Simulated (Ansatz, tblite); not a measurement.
# Au(PF3)H (AuF3HP): a ladder of methods and basis sets

How do method and basis change the picture of Au(PF3)H (AuF3HP) (singlet)?

Program: Ansatz 0.2.0, Gaussian basis. Level of theory: as each input shows. These are calculated values, not measurements.

Plan: GFN1-xTB, GFN2-xTB, PBE-D4/def2-TZVP, r2SCAN-D4/def2-TZVP, B97M-V/def2-TZVP, BLYP-D4/def2-TZVP, ωB97M-V/def2-TZVP, ωB97X-V/def2-TZVP, LC-ωPBE/def2-TZVP, r2SCAN0-D4/def2-TZVP, B2PLYP/def2-TZVP, LC-ωPBE(0.10)/def2-TZVP, LC-ωPBE(0.15)/def2-TZVP, LC-ωPBE(0.20)/def2-TZVP, LC-ωPBE(0.30)/def2-TZVP, PBE-D4/def2-SVP, PBE0-D4/def2-SVP, PBE0-D4/def2-TZVPD, PBE-D4/def2-TZVPD, r2SCAN-D4/def2-TZVPD, CCSD(T)/def2-TZVP, RPA/def2-TZVP.

### 1 The relaxed structure

The geometry is that of the singlet, from an earlier relaxation (PBE-D4/def2-SVP).

6 atoms, charge 0, spin multiplicity 1.

Bond lengths: Au1–P2 2.299 Å, Au1–H6 1.616 Å, P2–F3 1.599 Å, P2–F4 1.599 Å, P2–F5 1.599 Å. Angles: P2–Au1–H6 179.7°, Au1–P2–F3 118.7°, Au1–P2–F4 118.3°, Au1–P2–F5 118.1°, F3–P2–F4 99.2°, F3–P2–F5 99.3°, F4–P2–F5 99.3°.

As a file:

```xyz
6
charge 0, multiplicity 1
Au   -0.0204    0.0110   -1.6430
P     0.0056   -0.0005    0.6559
F    -1.1373    0.7966    1.4400
F     1.2897    0.5906    1.4029
F    -0.1034   -1.4095    1.4035
H    -0.0342    0.0118   -3.2593
```

Formally the metal is d10. Au takes a core potential in the def2 sets. No spin-orbit coupling is included.

PBE0-D4/def2-TZVP was run before; its log isn't repeated, and its numbers join the tables.

### 2 GFN1-xTB

Tight binding, by tblite at 300 K electronic temperature and without a spin-polarisation term:

```python
tblite.interface.Calculator('GFN1-xTB', numbers, positions, charge=0, uhf=0).singlepoint()
```

Energy -617.5631 eV, HOMO -11.62 eV, LUMO -8.15 eV; 0.012 s.

### 3 GFN2-xTB

Tight binding, by tblite at 300 K electronic temperature and without a spin-polarisation term:

```python
tblite.interface.Calculator('GFN2-xTB', numbers, positions, charge=0, uhf=0).singlepoint()
```

Energy -577.5691 eV, HOMO -10.70 eV, LUMO -6.56 eV; 0.008 s.

### 4 PBE-D4/def2-TZVP

start.molden holds the orbitals of an earlier run on this state, given as this run's starting guess.

in.yaml

```yaml
crystal:
  periodic: [false, false, false]
  atoms:
    - {symbol: Au, position_ang: [-0.020429, 0.010974, -1.643009]}
    - {symbol: P, position_ang: [0.005587, -0.000454, 0.655874]}
    - {symbol: F, position_ang: [-1.137269, 0.796617, 1.440012]}
    - {symbol: F, position_ang: [1.289703, 0.590577, 1.402859]}
    - {symbol: F, position_ang: [-0.103362, -1.409482, 1.403537]}
    - {symbol: H, position_ang: [-0.034230, 0.011769, -3.259283]}
basis:
  gaussian: {orbitals: def2-TZVP, initial_orbitals: start.molden}
hamiltonian: {xc: pbe, dispersion: d4}
scf: {omitted_lower_state_checks: [starts]}
output: {orbitals: {seedname: orbitals}}
```

On the command line:

```console
$ ansatz run in.yaml --threads 4 --pin off --events-out ev --progress --plain --max-ram 3916MiB
```

The runs that follow: r2SCAN-D4/def2-TZVP; B97M-V/def2-TZVP; BLYP-D4/def2-TZVP; ωB97M-V/def2-TZVP; ωB97X-V/def2-TZVP; LC-ωPBE/def2-TZVP; r2SCAN0-D4/def2-TZVP; B2PLYP/def2-TZVP; LC-ωPBE(0.10)/def2-TZVP; LC-ωPBE(0.15)/def2-TZVP; LC-ωPBE(0.20)/def2-TZVP; LC-ωPBE(0.30)/def2-TZVP; PBE-D4/def2-SVP; PBE0-D4/def2-SVP; PBE0-D4/def2-TZVPD; PBE-D4/def2-TZVPD; r2SCAN-D4/def2-TZVPD; CCSD(T)/def2-TZVP; RPA/def2-TZVP.

Q: Predict the results of all the runs planned. Wanted: gap in def2-TZVP, named functionals, smallest and largest; gap over the ω; correlation energy, CCSD(T)/def2-TZVP; binding an atom, CCSD(T)/def2-TZVP; PBE0 total energy, smallest basis above largest.

The runs gave:

| quantity | value |
| --- | --- |
| gap in def2-TZVP, named functionals, smallest and largest | 4.29 eV (PBE-D4), 10.62 eV (LC-ωPBE) |
| gap over the ω (1/bohr) | 7.11 eV at 0.1, 10.62 eV at 0.4 |
| correlation energy, CCSD(T)/def2-TZVP | -37.27 eV |
| binding an atom, CCSD(T)/def2-TZVP | 3.192 eV |
| PBE0 total energy, smallest basis above largest | 14.54 eV (def2-SVP, def2-TZVPD) |

What this shows: Orbital gaps of the named functionals in def2-TZVP span 4.29 eV (PBE-D4) to 10.62 eV (LC-ωPBE); exact exchange widens it. Raising the ω (1/bohr) from 0.1 to 0.4 moves the HOMO by -2.07 eV and the LUMO by +1.44 eV. The functionals in def2-TZVP miss CCSD(T)/def2-TZVP by +0.015 (r2SCAN0-D4) to +0.277 eV (PBE-D4) an atom. CCSD(T)/def2-TZVP isn't at the basis-set limit; small misses against it rank nothing.
